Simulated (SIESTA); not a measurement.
Crystal: Nb3Te.

```
CELL_PARAMETERS angstrom
5.29101 0.00000 0.00000
0.00000 5.29101 0.00000
0.00000 0.00000 5.29101
ATOMIC_POSITIONS crystal
Te 0.00000 0.00000 0.00000
Te 0.50000 0.50000 0.50000
Nb 0.75000 0.00000 0.50000
Nb 0.25000 0.00000 0.50000
Nb 0.00000 0.50000 0.25000
Nb 0.50000 0.25000 0.00000
Nb 0.00000 0.50000 0.75000
Nb 0.50000 0.75000 0.00000
```

The cell comes from a database or a generator and needn't be the stable form of this composition.

* Program: SIESTA 5.4.2
* Task: single point
* Functional: PBEsol
* Potentials or basis: PseudoDojo 0.4 standard (PBEsol files)
* Basis: DZP (energy shift 0.003 Ry; two zetas on semicore shells)
* Grid cutoff: 800 Ry
* Energy shift: 0.003 Ry
* k mesh: 5 × 5 × 5
* Occupations: fermi-dirac, width 0.05 eV
* Spin: no spin polarisation

On this cell: pressure -3.4 GPa; largest force zero by symmetry; band gap on the k mesh none (metal or under the smearing width).

The same run follows on a disturbed copy (atoms moved at random, drawn with an rms of 0.05 Å):

```
Te Nb
1.0
     5.29101    0.00000    0.00000
     0.00000    5.29101    0.00000
     0.00000    0.00000    5.29101
Te Nb
2 6
Direct
  0.00822 0.99597 0.99827
  0.49673 0.51118 0.50231
  0.75053 0.00556 0.49911
  0.25431 0.99853 0.50190
  0.99424 0.49033 0.25760
  0.50643 0.25004 0.00001
  0.99647 0.49756 0.73975
  0.50188 0.74152 0.99292
```

**Question.** What changes?

**Answer.** The energy (extrapolated to zero smearing) moves by +17.3 meV/atom; pressure -2.9 GPa; largest force 1.342 eV/Å; band gap on the k mesh none (metal or under the smearing width).

Forces on the atoms (eV/Å):
```
Te  -0.245 -0.025  0.129
Te   0.020 -0.596 -0.375
Nb   0.248 -0.218 -0.009
Nb  -0.341  0.361 -0.238
Nb   0.287  0.400 -1.249
Nb  -0.211 -0.526 -0.063
Nb   0.107 -0.107  1.276
Nb   0.134  0.713  0.528
```

Stress tensor (GPa, compression positive):
```
-2.86 -0.23 -0.11
-0.23 -3.23  0.31
-0.11  0.31 -2.59
```

Caveats: the basis of atomic orbitals isn't converged, which shifts pressures, moduli and gaps.
